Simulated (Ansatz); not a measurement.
# CH₆Ge + CH₄: a complex and its separated parts, part 2 of 3

Ansatz 0.2.0, Gaussian basis.

### Step 9. PBE0-D4/def2-TZVPP

The inputs:

parta/in.yaml

```yaml
crystal:
  periodic: [false, false, false]
  atoms:
    - {symbol: Ge, position_ang: [-0.988909, -1.412284, -0.034037]}
    - {symbol: H, position_ang: [-0.098765, -1.588955, -1.277387]}
    - {symbol: H, position_ang: [-1.783329, -2.712106, 0.186813]}
    - {symbol: H, position_ang: [-1.985308, -0.270658, -0.304924]}
    - {symbol: C, position_ang: [0.102578, -1.006747, 1.533618]}
    - {symbol: H, position_ang: [-0.530767, -0.879803, 2.412330]}
    - {symbol: H, position_ang: [0.805315, -1.818516, 1.724872]}
    - {symbol: H, position_ang: [0.666785, -0.087199, 1.374491]}
basis:
  gaussian: {orbitals: def2-TZVPP}
hamiltonian: {xc: pbe0, dispersion: d4}
output: {orbitals: {seedname: orbitals}}
```

partb/in.yaml

```yaml
crystal:
  periodic: [false, false, false]
  atoms:
    - {symbol: H, position_ang: [1.538631, 1.202538, -0.986519]}
    - {symbol: C, position_ang: [0.762508, 1.955157, -1.123045]}
    - {symbol: H, position_ang: [0.324738, 2.206249, -0.157218]}
    - {symbol: H, position_ang: [1.198480, 2.849572, -1.567287]}
    - {symbol: H, position_ang: [-0.011857, 1.562750, -1.781605]}
basis:
  gaussian: {orbitals: def2-TZVPP}
hamiltonian: {xc: pbe0, dispersion: d4}
output: {orbitals: {seedname: orbitals}}
```

The same command starts each run, in its folder.

On the command line:

```
$ ansatz run in.yaml --threads 8 --pin off --events-out ev --progress --plain --max-ram 19148MiB
```

Output in parta (excerpt; [...] marks lines left out):

```text
Functional definition: PBE0
  name "PBE0"
  cite "Adamo & Barone, J. Chem. Phys. 110, 6158 (1999) doi:10.1063/1.478522"
  cite "Perdew, Burke & Ernzerhof, Phys. Rev. Lett. 77, 3865 (1996) doi:10.1103/PhysRevLett.77.3865"
  parent pbe
[...]
935 factors; their error is unknown
[...]
mean field -57644.84775910 eV, -2118.4090820658 hartree, gradient 2.8e-5 eV, S^2 0.000000; 0 other end points of the search recorded, 0 dependent functions left out
reference -57644.84778764 eV, -2118.4090831146 hartree; 22, 22 occupied and 141, 141 virtual orbitals, 935 factors
Total energy: -57644.93275970 eV, -2118.4122057801 hartree
```

Output in partb (excerpt; [...] marks lines left out):

```text
[... 5 set-up lines as earlier in the session ...]
[...]
416 factors; their error is unknown
[...]
mean field -1101.39210096 eV, -40.4754131597 hartree, gradient 3.0e-5 eV, S^2 0.000000; 0 other end points of the search recorded, 0 dependent functions left out
reference -1101.39212168 eV, -40.4754139213 hartree; 5, 5 occupied and 82, 82 virtual orbitals, 416 factors
Total energy: -1101.41121194 eV, -40.4761154754 hartree
```

They took 0.65 s (parta), 0.2 s (partb) on 8 threads of Arm Neoverse V1, shared host.

### Step 10. B3LYP-D4/def2-TZVPP

The same edit goes into each in.yaml of step 9 (parta, partb):

```diff
-hamiltonian: {xc: pbe0, dispersion: d4}
-output: {orbitals: {seedname: orbitals}}
+hamiltonian: {xc: {name: B3LYP}, dispersion: d4}
```

The same command starts each run, in its folder.

On the command line:

```
$ ansatz run in.yaml --threads 8 --pin off --events-out ev --progress --plain --max-ram 19148MiB
```

Log of parta (excerpt; [...] marks lines left out):

```text
Functional definition: B3LYP
  name "B3LYP"
  cite "Stephens, Devlin, Chabalowski & Frisch, J. Phys. Chem. 98, 11623 (1994) doi:10.1021/j100096a001"
[... 2 set-up lines as earlier in the session ...]
  cite "Vosko, Wilk & Nusair, Can. J. Phys. 58, 1200 (1980) doi:10.1139/p80-159"
[...]
923 factors; their error is unknown
[...]
mean field -57655.02070571 eV, -2118.7829309584 hartree, gradient 2.2e-5 eV, S^2 0.000000; 0 other end points of the search recorded, 0 dependent functions left out
reference -57655.02095275 eV, -2118.7829400366 hartree; 22, 22 occupied and 141, 141 virtual orbitals, 923 factors
Total energy: -57655.18637463 eV, -2118.7890191787 hartree
```

Log of partb (excerpt; [...] marks lines left out):

```text
[... 6 set-up lines as earlier in the session ...]
[...]
416 factors; their error is unknown
[...]
mean field -1103.12533846 eV, -40.5391084632 hartree, gradient 3.4e-5 eV, S^2 0.000000; 0 other end points of the search recorded, 0 dependent functions left out
reference -1103.12552419 eV, -40.5391152887 hartree; 5, 5 occupied and 82, 82 virtual orbitals, 416 factors
Total energy: -1103.16333596 eV, -40.5405048457 hartree
```

Wall times: 0.65 s (parta), 0.2 s (partb) on 8 threads of Arm Neoverse V1, shared host.

### Step 11. r2SCAN0-D4/def2-TZVPP

Each input of step 10 (parta, partb) changes in the same lines:

```diff
-hamiltonian: {xc: {name: B3LYP}, dispersion: d4}
+hamiltonian: {xc: {name: r2SCAN0}, dispersion: d4}
```

Each run has its own folder and the same command.

On the command line:

```
$ ansatz run in.yaml --threads 8 --pin off --events-out ev --progress --plain --max-ram 19148MiB
```

parta printed (excerpt; [...] marks lines left out):

```text
Functional definition: r2SCAN0
  name "r2SCAN0"
  cite "Bursch, Neugebauer, Ehlert & Grimme, J. Chem. Phys. 156, 134105 (2022) doi:10.1063/5.0086040"
[... 3 set-up lines as earlier in the session ...]
[...]
935 factors; their error is unknown
[...]
mean field -57651.88174542 eV, -2118.6675762951 hartree, gradient 3.3e-5 eV, S^2 0.000000; 0 other end points of the search recorded, 0 dependent functions left out
reference -57651.88175408 eV, -2118.6675766136 hartree; 22, 22 occupied and 141, 141 virtual orbitals, 935 factors
Total energy: -57651.90965356 eV, -2118.6686019004 hartree
```

Log of partb (excerpt; [...] marks lines left out):

```text
[... 6 set-up lines as earlier in the session ...]
[...]
416 factors; their error is unknown
[...]
mean field -1102.01582208 eV, -40.4983344882 hartree, gradient 3.3e-5 eV, S^2 0.000000; 0 other end points of the search recorded, 0 dependent functions left out
reference -1102.01582851 eV, -40.4983347246 hartree; 5, 5 occupied and 82, 82 virtual orbitals, 416 factors
Total energy: -1102.02210346 eV, -40.4985653246 hartree
```

Times: 1.2 s (parta), 0.45 s (partb) on 8 threads of Arm Neoverse V1, shared host.

### Step 12. BHLYP-D4/def2-TZVPP

Each input of step 11 (parta, partb) changes in the same lines:

```diff
-hamiltonian: {xc: {name: r2SCAN0}, dispersion: d4}
+hamiltonian: {xc: {name: BHLYP}, dispersion: d4}
```

Each run has its own folder and the same command.

On the command line:

```
$ ansatz run in.yaml --threads 8 --pin off --events-out ev --progress --plain --max-ram 19148MiB
```

Log of parta (excerpt; [...] marks lines left out):

```text
Functional definition: BHLYP
  name "BHLYP"
  cite "Becke, J. Chem. Phys. 98, 1372 (1993) doi:10.1063/1.464304"
[... 2 set-up lines as earlier in the session ...]
[...]
1035 factors; their error is unknown
[...]
mean field -57652.16285909 eV, -2118.6779070320 hartree, gradient 7.3e-5 eV, S^2 0.000000; 0 other end points of the search recorded, 0 dependent functions left out
reference -57652.16302658 eV, -2118.6779131872 hartree; 22, 22 occupied and 141, 141 virtual orbitals, 1035 factors
Total energy: -57652.28637848 eV, -2118.6824462858 hartree
```

Log of partb (excerpt; [...] marks lines left out):

```text
[... 5 set-up lines as earlier in the session ...]
[...]
457 factors; their error is unknown
[...]
mean field -1102.12970857 eV, -40.5025197396 hartree, gradient 7.7e-5 eV, S^2 0.000000; 0 other end points of the search recorded, 0 dependent functions left out
reference -1102.12983334 eV, -40.5025243248 hartree; 5, 5 occupied and 82, 82 virtual orbitals, 457 factors
Total energy: -1102.15259415 eV, -40.5033607693 hartree
```

Times: 0.65 s (parta), 0.15 s (partb) on 8 threads of Arm Neoverse V1, shared host.

### Step 13. CAM-B3LYP-D4/def2-TZVPP

Each input of step 12 (parta, partb) changes in the same lines:

```diff
-hamiltonian: {xc: {name: BHLYP}, dispersion: d4}
+hamiltonian: {xc: {name: CAM-B3LYP}, dispersion: d4}
```

One command serves all of them, each in its own folder.

On the command line:

```
$ ansatz run in.yaml --threads 8 --pin off --events-out ev --progress --plain --max-ram 19148MiB
```

Log of parta (excerpt; [...] marks lines left out):

```text
Functional definition: CAM-B3LYP
  name "CAM-B3LYP"
  cite "Yanai, Tew & Handy, Chem. Phys. Lett. 393, 51 (2004) doi:10.1016/j.cplett.2004.06.011"
  cite "Iikura, Tsuneda, Yanai & Hirao, J. Chem. Phys. 115, 3540 (2001) doi:10.1063/1.1383587"
[... 2 set-up lines as earlier in the session ...]
[...]
923 factors; their error is unknown
246 factors; integrals over basis functions are off by at most 1.0e-5 eV
[...]
mean field -57656.05997322 eV, -2118.8211233349 hartree, gradient 7.7e-5 eV, S^2 0.000000; 0 other end points of the search recorded, 0 dependent functions left out
reference -57656.06009382 eV, -2118.8211277669 hartree; 22, 22 occupied and 141, 141 virtual orbitals, 923 factors
Total energy: -57656.14534680 eV, -2118.8242607558 hartree
```

Log of partb (excerpt; [...] marks lines left out):

```text
[... 6 set-up lines as earlier in the session ...]
[...]
  # Exact exchange under (alpha + beta erf(omega r))/r, Becke's under what is left of 1/r.
[...]
416 factors; their error is unknown
123 factors; integrals over basis functions are off by at most 3.6e-6 eV
[...]
mean field -1102.19257130 eV, -40.5048299023 hartree, gradient 1.4e-5 eV, S^2 0.000000; 0 other end points of the search recorded, 0 dependent functions left out
reference -1102.19266255 eV, -40.5048332558 hartree; 5, 5 occupied and 82, 82 virtual orbitals, 416 factors
Total energy: -1102.21099502 eV, -40.5055069615 hartree
```

They took 0.75 s (parta), 0.25 s (partb) on 8 threads of Arm Neoverse V1, shared host.

### Step 14. wB97X-V/def2-TZVPP

The same edit goes into each in.yaml of step 13 (parta, partb):

```diff
-hamiltonian: {xc: {name: CAM-B3LYP}, dispersion: d4}
+hamiltonian: {xc: {name: wB97X-V}}
```

Each run has its own folder and the same command.

On the command line:

```
$ ansatz run in.yaml --threads 8 --pin off --events-out ev --progress --plain --max-ram 19148MiB
```

Output in parta (excerpt; [...] marks lines left out):

```text
Functional definition: wB97X-V
  name "wB97X-V"
  cite "Mardirossian & Head-Gordon, Phys. Chem. Chem. Phys. 16, 9904 (2014) doi:10.1039/C3CP54374A"
[... 2 set-up lines as earlier in the session ...]
[...]
      + integral(e_c_pw_opposite_spin*poly(b97_u_opposite, cos0, cos1)) + vv10(b, c)
923 factors; their error is unknown
229 factors; integrals over basis functions are off by at most 8.6e-6 eV
[...]
mean field -57648.00475045 eV, -2118.5250993579 hartree, gradient 6.5e-5 eV, S^2 0.000000; 0 other end points of the search recorded, 0 dependent functions left out
reference -57648.00474863 eV, -2118.5250992912 hartree; 22, 22 occupied and 141, 141 virtual orbitals, 923 factors
Total energy: -57648.00474863 eV, -2118.5250992912 hartree
```

Log of partb (excerpt; [...] marks lines left out):

```text
[... 5 set-up lines as earlier in the session ...]
[...]
      + integral(e_c_pw_opposite_spin*poly(b97_u_opposite, cos0, cos1)) + vv10(b, c)
416 factors; their error is unknown
123 factors; integrals over basis functions are off by at most 1.1e-5 eV
[...]
mean field -1102.50992518 eV, -40.5164924423 hartree, gradient 2.5e-5 eV, S^2 0.000000; 0 other end points of the search recorded, 0 dependent functions left out
reference -1102.50992384 eV, -40.5164923929 hartree; 5, 5 occupied and 82, 82 virtual orbitals, 416 factors
Total energy: -1102.50992384 eV, -40.5164923929 hartree
```

Times: 1.8 s (parta), 0.45 s (partb) on 8 threads of Arm Neoverse V1, shared host.

### Step 15. wB97M-V/def2-TZVPP

The same edit goes into each in.yaml of step 14 (parta, partb):

```diff
-hamiltonian: {xc: {name: wB97X-V}}
+hamiltonian: {xc: {name: wB97M-V}}
```

Each run has its own folder and the same command.

On the command line:

```
$ ansatz run in.yaml --threads 8 --pin off --events-out ev --progress --plain --max-ram 19148MiB
```

Log of parta (excerpt; [...] marks lines left out):

```text
Functional definition: wB97M-V
  name "wB97M-V"
  cite "Mardirossian & Head-Gordon, J. Chem. Phys. 144, 214110 (2016) doi:10.1063/1.4952647"
[... 2 set-up lines as earlier in the session ...]
  # Of w^i u^j: cxij and so on, Table III.
[...]
  gx(w, u) = 1 - cx + cx01*u + cx10*w
[...]
      + integral(e_c_pw_mod_opposite_spin*gos(b97_w_opposite, b97_u_opposite)) + vv10(b, c)
920 factors; their error is unknown
229 factors; integrals over basis functions are off by at most 8.6e-6 eV
[...]
mean field -57649.15083943 eV, -2118.5672173510 hartree, gradient 1.3e-5 eV, S^2 0.000000; 0 other end points of the search recorded, 0 dependent functions left out
reference -57649.15088324 eV, -2118.5672189611 hartree; 22, 22 occupied and 141, 141 virtual orbitals, 920 factors
Total energy: -57649.15088324 eV, -2118.5672189611 hartree
```

Output in partb (excerpt; [...] marks lines left out):

```text
[... 5 set-up lines as earlier in the session ...]
  # Of w^i u^j: cxij and so on, Table III.
[...]
  gx(w, u) = 1 - cx + cx01*u + cx10*w
[...]
      + integral(e_c_pw_mod_opposite_spin*gos(b97_w_opposite, b97_u_opposite)) + vv10(b, c)
416 factors; their error is unknown
123 factors; integrals over basis functions are off by at most 1.1e-5 eV
[...]
mean field -1101.86516224 eV, -40.4927978412 hartree, gradient 1.9e-5 eV, S^2 0.000000; 0 other end points of the search recorded, 0 dependent functions left out
reference -1101.86519478 eV, -40.4927990373 hartree; 5, 5 occupied and 82, 82 virtual orbitals, 416 factors
Total energy: -1101.86519478 eV, -40.4927990373 hartree
```

Wall times: 2 s (parta), 0.5 s (partb) on 8 threads of Arm Neoverse V1, shared host.

### Step 16. B2PLYP/def2-TZVPP

Each input of step 15 (parta, partb) changes in the same lines:

```diff
-hamiltonian: {xc: {name: wB97M-V}}
+hamiltonian: {xc: {name: B2PLYP}}
```

Each run has its own folder and the same command.

On the command line:

```
$ ansatz run in.yaml --threads 8 --pin off --events-out ev --progress --plain --max-ram 19148MiB
```

Output in parta (excerpt; [...] marks lines left out):

```text
Functional definition: B2PLYP
  name "B2PLYP"
  cite "Grimme, J. Chem. Phys. 124, 034108 (2006) doi:10.1063/1.2148954"
[... 2 set-up lines as earlier in the session ...]
[...]
951 factors; integrals over basis functions are off by at most 1.0e-3 eV
[...]
mean field -57638.16274810 eV, -2118.1634124426 hartree, gradient 2.9e-6 eV, S^2 0.000000; 0 other end points of the search recorded, 0 dependent functions left out
10 core orbitals not correlated: weight in the atoms' cores, before any rotation towards them, 1.000 or more for the frozen orbitals, at most 0.000 for the correlated occupied ones
reference -57638.16290466 eV, -2118.1634181962 hartree; 12, 12 occupied and 141, 141 virtual orbitals, 951 factors
second order -15.00820730 eV of doubles, -0.00000000 eV of singles
Total energy: -57642.21512063 eV, -2118.3123343864 hartree
```

partb printed (excerpt; [...] marks lines left out):

```text
[... 5 set-up lines as earlier in the session ...]
[...]
482 factors; integrals over basis functions are off by at most 7.9e-4 eV
[...]
mean field -1099.97182005 eV, -40.4232187993 hartree, gradient 6.5e-6 eV, S^2 0.000000; 0 other end points of the search recorded, 0 dependent functions left out
1 core orbitals not correlated: weight in the atoms' cores, before any rotation towards them, 1.000 or more for the frozen orbitals, at most 0.000 for the correlated occupied ones
reference -1099.97193719 eV, -40.4232231041 hartree; 4, 4 occupied and 82, 82 virtual orbitals, 482 factors
second order -6.44344874 eV of doubles, -0.00000000 eV of singles
Total energy: -1101.71166835 eV, -40.4871570449 hartree
```

They took 1.1 s (parta), 0.25 s (partb) on 8 threads of Arm Neoverse V1, shared host.

[end of part 2 of 3]
